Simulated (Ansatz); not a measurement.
# C2H6Ga+: up Jacob's ladder to CCSD(T)

An exercise on one series of results from a longer session: the logs are not shown, and one member is left open.

The runs use Ansatz 0.2.0, Gaussian basis; functionals in def2-TZVPP, the program's frozen cores in correlated methods.

Levels to be run: LDA (SPW92), PBE-D4, revPBE-D4, BLYP-D4, r2SCAN-D4, B97M-V, PBE0-D4, B3LYP-D4, r2SCANh-D4, r2SCAN0-D4, HSE06-D4, BHLYP-D4, CAM-B3LYP-D4, LC-ωPBE, ωB97X-V, ωB97M-V, B2PLYP, PBE-QIDH; CCSD(T)/def2-SVP; CCSD(T)/def2-TZVPP; CCSD(T)/def2-QZVPP; extrapolation to the limit; RPA on PBE.

**The geometry**

All runs share one geometry, relaxed beforehand with PBE0-D4 in a triple-zeta def2 set.

9 atoms, charge 1, spin multiplicity 1.

Atoms are counted from 1 here; the program's logs count them from 0.

Bond lengths: C1–Ga2 1.906 Å, C1–H4 1.092 Å, C1–H5 1.092 Å, C1–H6 1.092 Å, Ga2–C3 1.906 Å, C3–H7 1.092 Å, C3–H8 1.092 Å, C3–H9 1.092 Å. Angles: Ga2–C1–H4 109.4°, Ga2–C1–H5 109.4°, Ga2–C1–H6 109.4°, H4–C1–H5 109.5°, H4–C1–H6 109.5°, H5–C1–H6 109.5°, C1–Ga2–C3 180.0°, Ga2–C3–H7 109.4°, Ga2–C3–H8 109.4°, Ga2–C3–H9 109.4°, H7–C3–H8 109.5°, H7–C3–H9 109.5°, H8–C3–H9 109.5°.

The first run:

File in.yaml:

```yaml
crystal:
  periodic: [false, false, false]
  atoms:
    - {symbol: C, position_ang: [-0.928191, 1.293127, -1.048804]}
    - {symbol: Ga, position_ang: [-0.000005, 0.000000, 0.000005]}
    - {symbol: C, position_ang: [0.928188, -1.293124, 1.048809]}
    - {symbol: H, position_ang: [-1.812931, 0.832261, -1.494118]}
    - {symbol: H, position_ang: [-0.269854, 1.659306, -1.839978]}
    - {symbol: H, position_ang: [-1.232286, 2.126897, -0.411765]}
    - {symbol: H, position_ang: [0.418970, -2.256563, 0.971676]}
    - {symbol: H, position_ang: [1.952425, -1.391055, 0.681650]}
    - {symbol: H, position_ang: [0.943684, -0.970848, 2.092536]}
basis:
  gaussian: {orbitals: def2-TZVPP}
total_charge: 1
hamiltonian: {xc: lda}
output: {orbitals: {seedname: orbitals}}
```

The run is started by

```sh
> ansatz run in.yaml --threads 2 --pin off --events-out ev --progress --plain --max-ram 32768MiB --backend cpu
```

Steps of the session up to this table: LDA; PBE-D4 (GGA); revPBE-D4 (GGA); BLYP-D4 (GGA); r2SCAN-D4 (meta-GGA); B97M-V (meta-GGA); B3LYP-D4 (hybrid); r2SCANh-D4 (hybrid); r2SCAN0-D4 (hybrid); HSE06-D4 (hybrid); BHLYP-D4 (hybrid); CAM-B3LYP-D4 (range-separated); LC-ωPBE (range-separated); ωB97X-V (range-separated); ωB97M-V (range-separated); B2PLYP (double hybrid); PBE-QIDH (double hybrid).

One table of the session follows, with a row left open; its other results are not shown here.

It belongs to the step «Frontier levels by functional». Levels, from each run's orbital file:

```
  functional  HOMO (eV)  LUMO (eV)  gap (eV)
 LDA (SPW92)     -13.30      -7.69      5.60
      PBE-D4          ?          ?         ?
   revPBE-D4     -13.06      -7.34      5.72
     BLYP-D4     -12.96      -7.45      5.51
   r2SCAN-D4     -13.36      -7.16      6.20
      B97M-V     -13.37      -7.31      6.06
     PBE0-D4     -14.27      -6.59      7.68
    B3LYP-D4     -14.04      -6.93      7.12
  r2SCANh-D4     -13.79      -6.86      6.93
  r2SCAN0-D4     -14.44      -6.42      8.02
    HSE06-D4     -13.88      -6.96      6.92
    BHLYP-D4     -15.30      -5.83      9.47
CAM-B3LYP-D4     -15.58      -5.71      9.87
     LC-ωPBE     -16.99      -4.45     12.55
     ωB97X-V     -16.56      -4.60     11.96
     ωB97M-V     -16.41      -4.83     11.57
```

**Question.** Estimate the row for PBE-D4.

The run gave: HOMO (eV): -13.12; LUMO (eV): -7.45; gap (eV): 5.67. In the column «HOMO (eV)» it lies between LDA (SPW92) (-13.30) and revPBE-D4 (-13.06).
